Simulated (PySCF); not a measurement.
# C₄H₈Cl₂OSi: electronic excitations

Wanted: the electronic excitations of C₄H₈Cl₂OSi (`O=C(CCCl)[SiH2]CCl`), by calculation.

Programs: PySCF 2.14.0, with density-fitted response routines of our own. Each step states its level of theory. These are calculated values for one molecule in the gas phase, unless marked as measured. Atoms count from 0, in the outputs and in this text.

### Step 1. The starting structure

16 atoms, charge 0, multiplicity 1; geometry from: GFN2-xTB.

Bonds of the start (Å): O0–C1 1.21, C1–C2 1.51, C2–C3 1.52, C3–Cl4 1.78, C1–Si5 1.93, Si5–C6 1.91, C6–Cl7 1.79, C2–H8 1.09, C2–H9 1.09, C3–H10 1.09, C3–H11 1.09, Si5–H12 1.47, Si5–H13 1.46, C6–H14 1.09, C6–H15 1.09.

### Step 2. TDDFT and polarisability: B3LYP/def2-SVPD

Job settings and geometry (Å):

```
{"job": {"kind": "uv", "xc": "B3LYP", "basis": "def2-SVPD", "nstates": 8, "ntriplets": 3}, "charge": 0, "multiplicity": 1}
O      1.148870     1.914509     0.125246
C      0.452870     0.944628    -0.062734
C      0.972221    -0.468127     0.074350
C      2.448986    -0.509530     0.423271
Cl     3.010466    -2.197603     0.551601
Si    -1.384986     1.191183    -0.605349
C     -2.395516    -0.371866    -0.158052
Cl    -2.294558    -0.636079     1.611823
H      0.783435    -0.989643    -0.867654
H      0.381903    -0.967554     0.846855
H      3.047281    -0.024989    -0.348184
H      2.637598    -0.029117     1.382834
H     -1.403713     1.348117    -2.062929
H     -1.922161     2.347879     0.100645
H     -2.039654    -1.284929    -0.630195
H     -3.450641    -0.257936    -0.392939
```

Level: TDDFT B3LYP/def2-SVPD, vertical, gas phase, core orbitals frozen in the response.

On the command line:

```bash
OMP_NUM_THREADS=1 python probes_run.py task.json out
```

The driver reads the jobs from task.json and runs them one after another.

What will the session give for the following? lowest singlet (B3LYP/def2-SVPD); brightest single state of those computed; lowest triplet; surface potential, 1st and 99th percentile. Wanted: lowest singlet; brightest single state of those computed; lowest triplet; surface potential, 1st and 99th percentile.

**Answer**, as computed:

```
                                quantity                        value
        lowest singlet (B3LYP/def2-SVPD)  3.53 eV (351 nm), f = 0.001
brightest single state of those computed  state 2, 5.62 eV, f = 0.011
                          lowest triplet                      2.91 eV
   surface potential, 1st and 99th percentile           -1.28 V and 1.60 V
```

In words: The first singlet state (HOMO→LUMO 0.98) lies at 3.53 eV and is weak; of the 8 states computed, the strongest absorption comes from state 2 at 5.62 eV. The lowest triplet lies 0.63 eV below the lowest singlet (triplets in Tamm-Dancoff, singlets in full TDDFT). At B3LYP/def2-SVPD, counted by nearest atom on the grid, the HOMO lies on O0 49 %; C1 14 %, the LUMO on C1 45 %; O0 29 %.
